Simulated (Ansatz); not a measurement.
Working through energies of removing a hydrogen of C3H4O2, SMILES COC=C=O

Computed with the Python package of Ansatz (0.2.0).

The cells in order, each with its output:

In [1]:
```python
import ansatz as az
from ase import Atoms
```

In [2]:
```python
BASIS_SET = 'def2-SVPD'
FUNCTIONAL = 'r2scan'


def total_energy(molecule, charge=0, unpaired=0):
    calc = (
        molecule.calculation()
        .basis(gaussian=BASIS_SET)
        .functional(FUNCTIONAL)
        .scf(lower_state_search='off')
    )
    if charge:
        calc = calc.charge(charge)
    if unpaired:
        calc = calc.spin('collinear', total=unpaired)
    return calc.run(threads=1).report['free_energy_ev']
```

In [3]:
```python
def without(molecule, index):
    rest = az.Crystal.molecule()
    for i, site in enumerate(molecule.cartesian_sites):
        if i != index:
            rest = rest.atom(site.symbol, site.position_ang)
    return rest

atoms = Atoms(['C', 'O', 'C', 'C', 'O', 'H', 'H', 'H', 'H'], positions=[
    [-1.3532, 0.3979, -0.1627],
    [0.0391, 0.6998, -0.1567],
    [0.806, -0.3929, 0.1323],
    [2.0936, -0.2473, 0.1682],
    [3.264, -0.1391, 0.2063],
    [-1.8993, 1.3155, -0.4002],
    [-1.6793, 0.0482, 0.8228],
    [-1.5855, -0.3493, -0.9293],
    [0.3146, -1.3328, 0.3193],
])
molecule = az.Crystal.molecule_from_ase(atoms)
```

In [4]:
```python
whole = total_energy(molecule, 0)
hydrogen = total_energy(az.Crystal.molecule().atom('H', (0, 0, 0)), 0, 1)
print(f'E(molecule) = {whole:.5f} eV, E(H) = {hydrogen:.5f} eV')
for index in [7, 8]:
    radical = total_energy(without(molecule, index), 0, 1)
    print(f'H{index}: homolysis {(radical + hydrogen - whole):.3f} eV')
```
```text
E(molecule) = -7258.94076 eV, E(H) = -13.58417 eV
H7: homolysis 4.524 eV
H8: homolysis 4.003 eV
```

These settings explore the input space; basis and method may be short of convergence. The geometry is a force-field or estimated start, not a minimum of this method, and the basis set is short of its limit. All parts are taken at fixed geometry, without zero-point energy. The whole script took 23 s on 1 thread of Arm Neoverse V1, with other jobs on the host, peak memory 0.23 GiB.
